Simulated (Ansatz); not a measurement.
# SnO: the cost of one run

Computed with Ansatz 0.2.0 (reference: DFT, HSE06, plane waves, PAW, unless a step's input says otherwise).

1 further run of the same task is left out (it didn't finish).

**1. The system as given**

It takes space group Pm-3m (No. 221, cubic). Conventional cell: a = 3.103 Å, b = 3.103 Å, c = 3.103 Å, α = 90.00°, β = 90.00°, γ = 90.00°. Around Sn (site symmetry m-3m) lie 8 O at 2.69 Å. Around O (site symmetry m-3m) lie 8 Sn at 2.69 Å.

Structure file:

```
Sn O
1.0
     3.10341    0.00000    0.00000
     0.00000    3.10341    0.00000
     0.00000    0.00000    3.10341
Sn O
1 1
Direct
  0.00000 0.00000 0.00000
  0.50000 0.50000 0.50000
```

**2. The reference run**

input.yaml

```yaml
crystal:
  lattice:
    - [3.1034067823, 0.0, 0.0]
    - [0.0, 3.1034067823, 0.0]
    - [0.0, 0.0, 3.1034067823]
  atoms:
    - { symbol: Sn, position: [0.0, 0.0, 0.0] }
    - { symbol: O, position: [0.5, 0.5, 0.5] }
kpoints:
  mp_grid: { grid: [4, 4, 4] }
hamiltonian:
  xc: hse06
scf:
  occupations: { method: fixed }
  n_extra_bands: 4
output:
  forces: true
  stress: true
  eigenvalues: true
```

Started as:

```sh
> ansatz run input.yaml --threads 4 --pin off --max-ram 3686MiB --backend cpu --events-out ev --progress --plain --runs-dir out
```

Q: Estimate wall time and peak memory on 4 threads of an x86-64 CPU, shared host.

About 18 s, with a peak of 0.56 GiB.
